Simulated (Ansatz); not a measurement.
# C9H17FN2Ti: one species, many methods

The task here is to estimate one member of a computed series from the others.

Program: Ansatz 0.2.0, Gaussian basis. Level of theory: functionals in def2-TZVPP, the program's frozen cores in correlated methods. These are calculated values, not measurements.

Plan: LDA (SPW92), PBE-D4, revPBE-D4, BLYP-D4, r2SCAN-D4, B97M-V, PBE0-D4, B3LYP-D4, r2SCANh-D4, r2SCAN0-D4, HSE06-D4, BHLYP-D4, CAM-B3LYP-D4, LC-ωPBE, ωB97X-V, ωB97M-V, B2PLYP, PBE-QIDH; CCSD(T)/def2-SVP; CCSD(T)/def2-TZVPP; MP2/def2-QZVPP; extrapolation to the limit; RPA on PBE.

## The geometry

The geometry comes from an earlier relaxation with PBE0-D4 in a triple-zeta def2 set; it is a stationary point, not always the lowest conformer.

SMILES `C[N](C)[Ti]1234([F])([N](C)C)[C@H]5[C@@H]1[C@@H]2[C@@H]3[C@H]54`, 30 atoms, charge 0, spin multiplicity 1.

Atoms are counted from 1 here; the program's logs count them from 0.

Bond lengths: C1–N2 1.436 Å, C1–H14 1.100 Å, C1–H15 1.091 Å, C1–H16 1.103 Å, N2–C3 1.440 Å, N2–Ti4 1.906 Å, C3–H17 1.093 Å, C3–H18 1.103 Å, C3–H19 1.099 Å, Ti4–F5 1.811 Å, Ti4–N6 1.891 Å, Ti4–C9 2.357 Å, Ti4–C10 2.361 Å, Ti4–C11 2.380 Å, Ti4–C12 2.410 Å, Ti4–C13 2.403 Å, N6–C7 1.434 Å, N6–C8 1.451 Å and more. Angles: N2–C1–H14 111.0°, N2–C1–H15 110.5°, N2–C1–H16 112.2°, H14–C1–H15 108.3°, H14–C1–H16 106.8°, H15–C1–H16 107.9°, C1–N2–C3 112.6°, C1–N2–Ti4 126.4°, C3–N2–Ti4 117.9°, N2–C3–H17 110.9°, N2–C3–H18 112.4°, N2–C3–H19 110.8°, H17–C3–H18 108.1°, H17–C3–H19 107.2°, H18–C3–H19 107.2°, N2–Ti4–F5 101.7°, N2–Ti4–N6 100.5°, N2–Ti4–C9 104.1° and more.

The first run:

Input file in.yaml:

```yaml
crystal:
  periodic: [false, false, false]
  atoms:
    - {symbol: C, position_ang: [-1.882142, 1.394895, 0.760102]}
    - {symbol: N, position_ang: [-0.511464, 1.134709, 1.098282]}
    - {symbol: C, position_ang: [0.100815, 2.229446, 1.804665]}
    - {symbol: Ti, position_ang: [0.634177, -0.143489, 0.270668]}
    - {symbol: F, position_ang: [1.732709, -0.590393, 1.638919]}
    - {symbol: N, position_ang: [-0.584073, -1.560336, -0.021834]}
    - {symbol: C, position_ang: [-1.135987, -2.317730, -1.107807]}
    - {symbol: C, position_ang: [-1.050820, -2.064941, 1.256115]}
    - {symbol: C, position_ang: [2.283140, 1.164018, -0.791634]}
    - {symbol: C, position_ang: [1.048041, 1.473472, -1.399856]}
    - {symbol: C, position_ang: [0.595044, 0.319019, -2.063675]}
    - {symbol: C, position_ang: [1.563155, -0.698946, -1.882854]}
    - {symbol: C, position_ang: [2.604904, -0.174324, -1.103890]}
    - {symbol: H, position_ang: [-2.472212, 1.627918, 1.658699]}
    - {symbol: H, position_ang: [-2.327075, 0.525597, 0.273903]}
    - {symbol: H, position_ang: [-1.986288, 2.255327, 0.077781]}
    - {symbol: H, position_ang: [1.130613, 1.988585, 2.080741]}
    - {symbol: H, position_ang: [0.112970, 3.159065, 1.211169]}
    - {symbol: H, position_ang: [-0.442721, 2.445631, 2.735545]}
    - {symbol: H, position_ang: [-2.235655, -2.289068, -1.088398]}
    - {symbol: H, position_ang: [-0.811388, -1.930614, -2.071903]}
    - {symbol: H, position_ang: [-0.844008, -3.376831, -1.049363]}
    - {symbol: H, position_ang: [-2.144067, -1.980330, 1.337192]}
    - {symbol: H, position_ang: [-0.614441, -1.508407, 2.088411]}
    - {symbol: H, position_ang: [-0.782786, -3.122390, 1.385261]}
    - {symbol: H, position_ang: [2.866433, 1.824124, -0.166030]}
    - {symbol: H, position_ang: [0.527031, 2.416974, -1.337529]}
    - {symbol: H, position_ang: [-0.336750, 0.227839, -2.601560]}
    - {symbol: H, position_ang: [1.499211, -1.711371, -2.251412]}
    - {symbol: H, position_ang: [3.463615, -0.717448, -0.739709]}
basis:
  gaussian: {orbitals: def2-TZVPP}
hamiltonian: {xc: lda}
output: {orbitals: {seedname: orbitals}}
```

Started as:

```console
> ansatz run in.yaml --threads 11 --pin off --events-out ev --progress --plain --max-ram 166912MiB --backend cuda --devices 0, --max-vram 75GiB
```

Steps of the session up to this table: LDA; PBE-D4 (GGA); revPBE-D4 (GGA); BLYP-D4 (GGA); r2SCAN-D4 (meta-GGA); B97M-V (meta-GGA); B3LYP-D4 (hybrid); r2SCANh-D4 (hybrid); r2SCAN0-D4 (hybrid); HSE06-D4 (hybrid); BHLYP-D4 (hybrid); CAM-B3LYP-D4 (range-separated); LC-ωPBE (range-separated); ωB97X-V (range-separated); ωB97M-V (range-separated); B2PLYP (double hybrid); PBE-QIDH (double hybrid).

One table of the session follows, with a row left open; its other results are not shown here.

It belongs to the step «Orbital energies across the functionals». 

| functional | HOMO (eV) | gap (eV) |
| --- | --- | --- |
| LDA (SPW92) | -4.90 | 2.64 |
| PBE-D4 | -4.75 | 2.73 |
| revPBE-D4 | ? | ? |
| BLYP-D4 | -4.64 | 2.72 |
| r2SCAN-D4 | -4.93 | 3.03 |
| B97M-V | -5.06 | 3.10 |
| PBE0-D4 | -5.88 | 4.88 |
| B3LYP-D4 | -5.70 | 4.43 |
| r2SCANh-D4 | -5.36 | 3.85 |
| r2SCAN0-D4 | -6.02 | 5.10 |
| HSE06-D4 | -5.48 | 4.11 |
| BHLYP-D4 | -6.95 | 7.11 |
| CAM-B3LYP-D4 | -7.17 | 7.27 |
| LC-ωPBE | -8.41 | 9.64 |
| ωB97X-V | -8.11 | 9.29 |
| ωB97M-V | -8.05 | 9.16 |

Q: Estimate the row for revPBE-D4 from the others.

**Answer.** HOMO (eV): -4.68; gap (eV): 2.76. In the column «HOMO (eV)» it lies between PBE-D4 (-4.75) and BLYP-D4 (-4.64).
